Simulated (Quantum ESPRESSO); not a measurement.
Runs of Quantum ESPRESSO 7.5 on SbSe2. The cell holds a sheet with vacuum, 3 atoms: a = 3.886 Å, b = 3.886 Å, c = 30.389 Å, α = 90.00°, β = 90.00°, γ = 120.00°. The cell was built by a generator and needn't be a form met in nature.

```csv
level,form of the LDA correlation,gap on the mesh (eV),largest force (eV/Å),work function (eV)
AM05,-,none,0.25,(a)
LDA,PZ81,none,0.38,(c)
PBEsol,-,none,0.25,5.32
RPBE,-,none,0.14,5.26
revPBE,-,none,0.10,5.25
PBE,-,none,0.01,5.32
BLYP,-,none,(b),5.12
```

Alike in all rows: task work function; potentials or basis SG15 PBE 1.2; no spin polarisation; cell as given; k mesh 8 × 8 × 1; cutoff (eV) 952; smearing fermi-dirac 0.05 eV.

Question: Estimate the missing entries.

Answer: (a) 5.22; (b) 0.34; (c) 5.46.

Caveats: the potentials were made for another functional, which shifts forces and pressure (some runs).

A k mesh can miss the band edges, and the runs leave out spin-orbit coupling on Sb, Se.

A gap of «none» marks a metal or a gap under the smearing width.
